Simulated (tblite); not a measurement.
# C3H5AlCl3N: the cost of one run

Computed with tblite 0.8.0 and PySCF 2.14.0, with density-fitted response routines of our own, on a single molecule, in the gas phase or a continuum. Atoms are numbered from 0 throughout.

## 1. The starting structure

13 atoms, charge 0, multiplicity 1; geometry from: force field or distance geometry start.

Bonds of the start (Å): C0–C1 1.48, C1–N2 1.16, N2–Al3 1.88, Al3–C4 2.01, C4–Cl5 1.77, C4–Cl6 1.80, C4–Cl7 1.75, C0–H8 1.11, C0–H9 1.12, C0–H10 1.10, Al3–H11 1.60, Al3–H12 1.60.

## 2. Optimising the geometry with GFN2-xTB

The job: settings as JSON, then the geometry in Å.

```
{"job": {"kind": "relax", "xc": "GFN2-xTB", "basis": "xTB"}, "charge": 0, "multiplicity": 1}
C      2.636100     1.112100     0.919900
C      1.357600     0.798000     0.254500
N      0.357600     0.512400    -0.258100
Al    -1.279700     0.094600    -1.083800
C     -2.047700    -1.466800    -0.080100
Cl    -1.064600    -1.663800     1.383100
Cl    -1.759000    -2.883800    -1.154300
Cl    -3.747600    -1.220900     0.271400
H      2.564800     0.931800     2.009700
H      2.768100     2.216100     0.810400
H      3.461600     0.520600     0.487700
H     -0.999200    -0.305300    -2.611800
H     -2.252300     1.355400    -0.966300
```

The run is started by

```console
OMP_NUM_THREADS=1 python probes_run.py task.json out
```

The driver reads the jobs from task.json and runs them one after another.

Q: Estimate the wall time and peak memory of this first job on 1 thread of Arm Neoverse N1, shared host.

About 1.9 s, with a peak of 0.18 GiB.
